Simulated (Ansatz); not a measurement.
**CH₅AlO₂S: up Jacob's ladder to CCSD(T)**

The task here is to estimate one member of a computed series from the others.

Program: Ansatz 0.2.0, Gaussian basis. Level of theory: functionals in def2-TZVPP, the program's frozen cores in correlated methods. These are calculated values, not measurements.

Levels to be run: LDA (SPW92), PBE-D4, revPBE-D4, BLYP-D4, r2SCAN-D4, B97M-V, PBE0-D4, B3LYP-D4, r2SCANh-D4, r2SCAN0-D4, HSE06-D4, BHLYP-D4, CAM-B3LYP-D4, LC-ωPBE, ωB97X-V, ωB97M-V, B2PLYP, PBE-QIDH; CCSD(T)/def2-SVP; CCSD(T)/def2-TZVPP; MP2/def2-QZVPP; extrapolation to the limit; RPA on PBE.

### Structure used throughout

An earlier PBE0-D4 in a triple-zeta def2 set relaxation fixed the geometry.

SMILES `C[O][Al]([OH])[SH]`, 10 atoms, charge 0, spin multiplicity 1.

Atoms are counted from 1 here; the program's logs count them from 0.

Bond lengths: C1–O2 1.397 Å, C1–H6 1.095 Å, C1–H7 1.097 Å, C1–H8 1.095 Å, O2–Al3 1.673 Å, Al3–O4 1.685 Å, Al3–S5 2.183 Å, O4–H9 0.954 Å, S5–H10 1.344 Å. Angles: O2–C1–H6 110.0°, O2–C1–H7 112.7°, O2–C1–H8 110.0°, H6–C1–H7 108.0°, H6–C1–H8 108.0°, H7–C1–H8 108.0°, C1–O2–Al3 135.4°, O2–Al3–O4 117.7°, O2–Al3–S5 118.3°, O4–Al3–S5 124.0°, Al3–O4–H9 124.7°, Al3–S5–H10 93.7°.

The first run:

File in.yaml:

```yaml
crystal:
  periodic: [false, false, false]
  atoms:
    - {symbol: C, position_ang: [-0.566403, 0.650992, 1.788817]}
    - {symbol: O, position_ang: [-0.293866, -0.412154, 0.924348]}
    - {symbol: Al, position_ang: [0.218271, -0.557820, -0.661634]}
    - {symbol: O, position_ang: [0.405007, -2.112442, -1.284877]}
    - {symbol: S, position_ang: [0.605409, 1.265941, -1.797439]}
    - {symbol: H, position_ang: [0.064983, 0.579785, 2.680291]}
    - {symbol: H, position_ang: [-0.389167, 1.630017, 1.325902]}
    - {symbol: H, position_ang: [-1.612133, 0.614226, 2.110691]}
    - {symbol: H, position_ang: [0.690345, -2.310630, -2.173590]}
    - {symbol: H, position_ang: [0.960555, 0.600986, -2.909611]}
basis:
  gaussian: {orbitals: def2-TZVPP}
hamiltonian: {xc: lda}
output: {orbitals: {seedname: orbitals}}
```

The run is started by

```bash
$ ansatz run in.yaml --threads 4 --pin off --events-out ev --progress --plain --max-ram 10444MiB
```

Steps of the session up to this table: LDA; PBE-D4 (GGA); revPBE-D4 (GGA); BLYP-D4 (GGA); r2SCAN-D4 (meta-GGA); B97M-V (meta-GGA); B3LYP-D4 (hybrid); r2SCANh-D4 (hybrid); r2SCAN0-D4 (hybrid); HSE06-D4 (hybrid); BHLYP-D4 (hybrid); CAM-B3LYP-D4 (range-separated); LC-ωPBE (range-separated); ωB97X-V (range-separated); ωB97M-V (range-separated); B2PLYP (double hybrid); PBE-QIDH (double hybrid).

One table of the session follows, with a row left open; its other results are not shown here.

It belongs to the step «Orbital energies across the functionals». 

| functional | HOMO (eV) | gap (eV) |
| --- | --- | --- |
| LDA (SPW92) | -6.55 | 5.01 |
| PBE-D4 | -6.41 | 5.12 |
| revPBE-D4 | -6.36 | 5.20 |
| BLYP-D4 | -6.25 | 5.00 |
| r2SCAN-D4 | -6.72 | 5.91 |
| B97M-V | -6.78 | 5.69 |
| PBE0-D4 | -7.71 | 7.26 |
| B3LYP-D4 | -7.44 | 6.69 |
| r2SCANh-D4 | -7.20 | 6.66 |
| r2SCAN0-D4 | -7.91 | 7.75 |
| HSE06-D4 | ? | ? |
| BHLYP-D4 | -8.81 | 9.09 |
| CAM-B3LYP-D4 | -9.03 | 9.44 |
| LC-ωPBE | -10.47 | 12.17 |
| ωB97X-V | -10.09 | 11.56 |
| ωB97M-V | -9.92 | 11.05 |

Q: Estimate the row for HSE06-D4 from the others.

The run gave: HOMO (eV): -7.31; gap (eV): 6.49. In the column «HOMO (eV)» it lies between B3LYP-D4 (-7.44) and r2SCANh-D4 (-7.20).
